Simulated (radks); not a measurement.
# Nb¹¹⁺ in [Ne] 3s2 3p5 3d10 4s2 4d1: an all-electron calculation

An exercise on one series of results from a longer session: the logs are not shown, and one member is left open.

Program: radks (a radial shooting solver on a logarithmic mesh, Libxc functionals) version 1. Level of theory: scalar-relativistic Kohn-Sham, r2SCAN, spin-polarised, spherical densities, finite nucleus; open shells are filled with parallel spins first. These are calculated values, not measurements, unless marked.

## The system

* element: niobium (Z = 41)
* charge: +11
* electrons: 30
* configuration: [Ne] 3s2 3p5 3d10 4s2 4d1
* nuclear rms radius: 4.324 fm

The outer shells:

Nb¹¹⁺
```
[Ne] core
3s [↑↓]
3p [↑↓][↑↓][↑ ]
3d [↑↓][↑↓][↑↓][↑↓][↑↓]
4s [↑↓]
4d [↑ ][  ][  ][  ][  ]
```

The first run:

The run's settings:

```text
Z 41
configuration [Ne] 3s2 3p5 3d10 4s2 4d1
relativity scalar-relativistic
functional r2scan,r2scan
spin polarised
nucleus finite rms 4.324 fm
c 137.035999084
```

Started as:

```
> python run_ks.py task.json out
```

All runs below come from this command, one after another.

One of the session's tables, all rows but one given; the rest of the session is left out.

It belongs to the step «Orbitals and density». From the orbitals of this run (lengths in bohr):

| level | <r> | outermost maximum (interpolated) | 90 % within | nodes |
| --- | --- | --- | --- | --- |
| 1s up | 0.03610 | 0.0235 | 0.0646 | 0 |
| 1s down | 0.03609 | 0.0235 | 0.0646 | 0 |
| 2s up | 0.1578 | 0.133 | 0.244 | 1 |
| 2s down | 0.1578 | 0.133 | 0.244 | 1 |
| 2p up | 0.1375 | 0.106 | 0.224 | 0 |
| 2p down | 0.1376 | 0.106 | 0.224 | 0 |
| 3s up | ? | ? | ? | ? |
| 3s down | 0.4367 | 0.393 | 0.643 | 2 |
| 3p up | 0.4370 | 0.386 | 0.658 | 1 |
| 3p down | 0.4375 | 0.386 | 0.659 | 1 |
| 3d up | 0.4184 | 0.330 | 0.664 | 0 |
| 3d down | 0.4185 | 0.330 | 0.664 | 0 |
| 4s up | 1.008 | 0.951 | 1.43 | 3 |
| 4s down | 1.007 | 0.951 | 1.43 | 3 |
| 4d up | 1.161 | 1.08 | 1.69 | 1 |
| 4d down | 1.140 | 1.07 | 1.66 | 1 |

**Question.** Estimate the row for 3s up.

The run gave: <r>: 0.4362; outermost maximum (interpolated): 0.392; 90 % within: 0.643; nodes: 2. In the column «<r>» it lies between 3d down (0.4185) and 3s down (0.4367).
